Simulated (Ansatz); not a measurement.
# H5O2SSi2: the cost of one run

Computed with Ansatz 0.2.0, Gaussian basis. Level: functionals in def2-TZVPP, the program's frozen cores in correlated methods.

Levels to be run: PBE-D4, r2SCAN-D4, PBE0-D4, B3LYP-D4, ωB97X-V, ωB97M-V, B2PLYP; CCSD(T)/def2-TZVPP; MP2/def2-QZVPP; extrapolation to the limit.

### Step 1. The geometry

The geometry comes from an earlier relaxation with PBE0-D4 in a triple-zeta def2 set; it is a stationary point, not always the lowest conformer.

SMILES `O[SiH](O)S[SiH2]`, 10 atoms, charge 0, spin multiplicity 2.

Atoms are counted from 1 here; the program's logs count them from 0.

Bond lengths: O1–Si2 1.628 Å, O1–H6 0.959 Å, Si2–O3 1.635 Å, Si2–S4 2.144 Å, Si2–H7 1.474 Å, O3–H8 0.958 Å, S4–Si5 2.134 Å, Si5–H9 1.491 Å, Si5–H10 1.489 Å. Angles: Si2–O1–H6 117.8°, O1–Si2–O3 109.2°, O1–Si2–S4 112.9°, O1–Si2–H7 105.0°, O3–Si2–S4 106.3°, O3–Si2–H7 113.3°, S4–Si2–H7 110.2°, Si2–O3–H8 118.6°, Si2–S4–Si5 97.9°, S4–Si5–H9 110.1°, S4–Si5–H10 107.1°, H9–Si5–H10 110.7°.

### Step 2. PBE-D4 (GGA)

Contents of in.yaml:

```yaml
crystal:
  periodic: [false, false, false]
  atoms:
    - {symbol: O, position_ang: [1.344378, -1.291457, 0.019213]}
    - {symbol: Si, position_ang: [0.729819, 0.081784, -0.603343]}
    - {symbol: O, position_ang: [1.955980, 1.088709, -0.997210]}
    - {symbol: S, position_ang: [-0.504650, 1.149279, 0.787216]}
    - {symbol: Si, position_ang: [-1.883652, -0.419982, 1.221599]}
    - {symbol: H, position_ang: [1.895846, -1.220026, 0.801064]}
    - {symbol: H, position_ang: [-0.067406, -0.348787, -1.766521]}
    - {symbol: H, position_ang: [1.769053, 2.023069, -1.096846]}
    - {symbol: H, position_ang: [-2.070637, -1.285794, 0.022140]}
    - {symbol: H, position_ang: [-3.168730, 0.223206, 1.612687]}
basis:
  gaussian: {orbitals: def2-TZVPP}
magnetization: {spin_polarized: true, initial_magnetization: 1}
hamiltonian: {xc: pbe, dispersion: d4}
output: {forces: true, orbitals: {seedname: orbitals}}
```

Run with:

```bash
$ ansatz run in.yaml --threads 2 --pin off --events-out ev --progress --plain --max-ram 32768MiB --backend cpu
```

What time and memory should one allow on 2 threads of AMD EPYC 7R13, shared host?

About 11 s, with a peak of 0.47 GiB.
